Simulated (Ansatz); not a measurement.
# BrGaH₂O₂: up Jacob's ladder to CCSD(T)

The task here is to estimate one member of a computed series from the others.

Program: Ansatz 0.2.0, Gaussian basis. Level of theory: functionals in def2-TZVPP, the program's frozen cores in correlated methods. These are calculated values, not measurements.

Levels to be run: LDA (SPW92), PBE-D4, revPBE-D4, BLYP-D4, r2SCAN-D4, B97M-V, PBE0-D4, B3LYP-D4, r2SCANh-D4, r2SCAN0-D4, HSE06-D4, BHLYP-D4, CAM-B3LYP-D4, LC-ωPBE, ωB97X-V, ωB97M-V, B2PLYP, PBE-QIDH; CCSD(T)/def2-SVP; CCSD(T)/def2-TZVPP; MP2/def2-QZVPP; extrapolation to the limit; RPA on PBE.

## The geometry

An earlier PBE0-D4 in a triple-zeta def2 set relaxation fixed the geometry.

SMILES `[OH][Ga]([OH])[Br]`, 6 atoms, charge 0, spin multiplicity 1.

Atoms are counted from 1 here; the program's logs count them from 0.

Bond lengths: O1–Ga2 1.774 Å, O1–H5 0.960 Å, Ga2–O3 1.767 Å, Ga2–Br4 2.265 Å, O3–H6 0.961 Å. Angles: Ga2–O1–H5 113.7°, O1–Ga2–O3 119.0°, O1–Ga2–Br4 121.8°, O3–Ga2–Br4 119.2°, Ga2–O3–H6 112.4°.

The first run:

in.yaml

```yaml
crystal:
  periodic: [false, false, false]
  atoms:
    - {symbol: O, position_ang: [-0.234449, 1.469746, -0.198379]}
    - {symbol: Ga, position_ang: [-0.090418, -0.296216, -0.120179]}
    - {symbol: O, position_ang: [1.046309, -1.012314, 1.028028]}
    - {symbol: Br, position_ang: [-1.322107, -1.653818, -1.449856]}
    - {symbol: H, position_ang: [-0.872355, 1.776904, -0.846796]}
    - {symbol: H, position_ang: [1.515019, -0.348202, 1.540882]}
basis:
  gaussian: {orbitals: def2-TZVPP}
hamiltonian: {xc: lda}
output: {orbitals: {seedname: orbitals}}
```

Command:

```
$ ansatz run in.yaml --threads 4 --pin off --events-out ev --progress --plain --max-ram 10444MiB
```

Among the steps run: LDA; PBE-D4 (GGA); revPBE-D4 (GGA); BLYP-D4 (GGA); r2SCAN-D4 (meta-GGA); B97M-V (meta-GGA); PBE0-D4 (hybrid); B3LYP-D4 (hybrid); r2SCANh-D4 (hybrid); r2SCAN0-D4 (hybrid); HSE06-D4 (hybrid); BHLYP-D4 (hybrid); CAM-B3LYP-D4 (range-separated); LC-ωPBE (range-separated); ωB97X-V (range-separated); ωB97M-V (range-separated); B2PLYP (double hybrid); PBE-QIDH (double hybrid).

One table of the session follows, with a row left open; its other results are not shown here.

It belongs to the step «Orbital energies across the functionals». 

```
  functional  HOMO (eV)  gap (eV)
 LDA (SPW92)      -7.56      5.02
      PBE-D4      -7.37      5.14
   revPBE-D4      -7.30      5.21
     BLYP-D4          ?         ?
   r2SCAN-D4      -7.72      5.81
      B97M-V      -7.77      5.75
     PBE0-D4      -8.72      7.43
    B3LYP-D4      -8.45      6.79
  r2SCANh-D4      -8.22      6.63
  r2SCAN0-D4      -8.96      7.86
    HSE06-D4      -8.32      6.66
    BHLYP-D4      -9.90      9.44
CAM-B3LYP-D4     -10.07      9.68
     LC-ωPBE     -11.48     12.45
     ωB97X-V     -11.11     11.88
     ωB97M-V     -10.97     11.51
```

**Question.** Estimate the row for BLYP-D4.

Worked estimate for «HOMO (eV)». Against the share of exact exchange, B3LYP-D4 (0.2, -8.45), BHLYP-D4 (0.5, -9.90) give a slope of -4.83 per unit share; at 0 the line stands at -7.48.

The run gave: HOMO (eV): -7.20; gap (eV): 4.97. In «HOMO (eV)» the line misses by -0.28.
